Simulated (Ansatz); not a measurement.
# H₄InN with the probe HF: a probe moved round a molecule

Aim: map the energy of H₄InN (SMILES [NH2][InH2]) with the probe HF over two coordinates, and find its wells, ridges and stiffness.

The runs use Ansatz 0.2.0; RKS B3LYP-D4/def2-SVPD.

**1. Starting geometry**

SMILES `[NH2][InH2]`, 6 atoms, charge 0, spin multiplicity 1.

Atoms are counted from 1 here; the program's logs count them from 0.

Bond lengths: N1–In2 2.045 Å, N1–H3 1.019 Å, N1–H4 1.019 Å, In2–H5 1.726 Å, In2–H6 1.726 Å. Angles: In2–N1–H3 124.3°, In2–N1–H4 124.3°, H3–N1–H4 111.3°, N1–In2–H5 114.0°, N1–In2–H6 113.9°, H5–In2–H6 132.0°.

Geometry (Å):

```
N    -0.09109   -1.07002    0.03961
In    0.09749    0.96469   -0.05171
H    -0.60175   -1.56796    0.76798
H     0.31419   -1.71606   -0.63688
H     1.01986    1.52551   -1.39908
H    -0.69660    1.79984    1.23388
```

This geometry comes from a loose relaxation at PBE in a small basis, which is not shown.

**4. The grid**

The probe is moved over a plane parallel to the molecule's main plane, 2.70 Å above it (x and y are the axes of that plane, centred on the molecule).

First coordinate, x of the probe's F atom: 11 values from −3.25 Å. Second coordinate, y of the probe's F atom: 9 values from −2.60 Å.

Nothing else is relaxed (molecule and probe rigid, the probe upright with F nearest the plane). Energies count from molecule and probe far apart, each relaxed in its own basis (no counterpoise correction). Points are written as (first, second).

The probe HF moves over a plane: parallel to the molecule's main plane, 2.70 Å above it. The molecule is turned into the frame of its main axes, as the inputs below show.

(The set-up runs are not shown.)

**5. Point (1.30 Å, 0.65 Å)**

input.yaml reads:

```yaml
crystal:
  periodic: [false, false, false]
  atoms:
    - { symbol: "N", position_ang: [-1.068453, 3.2e-05, 2.0e-06] }
    - { symbol: In, position_ang: [0.9726, 0.0, 0.0] }
    - { symbol: H, position_ang: [-1.639201, -0.835913, 0.000178] }
    - { symbol: H, position_ang: [-1.639225, 0.835961, -0.000179] }
    - { symbol: H, position_ang: [1.687225, 1.566115, 9.5e-05] }
    - { symbol: H, position_ang: [1.687054, -1.566195, -9.5e-05] }
    - { symbol: F, position_ang: [1.3, 0.65, 2.7] }
    - { symbol: H, position_ang: [1.3, 0.65, 3.624534] }
basis:
  gaussian: { orbitals: def2-SVPD }
hamiltonian:
  xc: { name: B3LYP }
  dispersion: d4
output:
  forces: true
```

Run with:

```console
$ ansatz run input.yaml --threads 1 --pin off --max-ram 2560MiB --backend cpu --events-out ev --progress --plain --runs-dir out
```

Further runs follow: the other points that were computed.

What does the calculation give? Wanted: lowest point; highest computed point; largest force on an atom.

The runs gave:

```
                       quantity                                                                             value
                   lowest point                                                        (1.95 Å, 0.00 Å), −105 meV
         highest computed point                                       (−1.30 Å, 0.00 Å), 195 meV above the lowest
largest force on an atom (eV/Å)  0.06 at (−3.25 Å, 2.60 Å) to 0.45 at (−1.30 Å, 0.00 Å); 0.21 at the lowest point
        time for the whole task                                                   11 min on 1 thread, shared host
```

**Reading.** The lowest computed point is at (1.95 Å, 0.00 Å), −105 meV from molecule and probe far apart, each relaxed in its own basis (no counterpoise correction). The grid is coarse, so the lowest point of the scanned range may lie between grid points; coordinates that were held can hide deeper minima. The grid shows no other well, apart from its symmetry copies. The highest computed point, (−1.30 Å, 0.00 Å), lies 195 meV above the lowest. Near the minimum the curvatures are about 0.055 and 0.068 eV/Å² along the soft and the stiff direction. No counterpoise correction was made, so wells between separate parts tend to come out somewhat too deep.
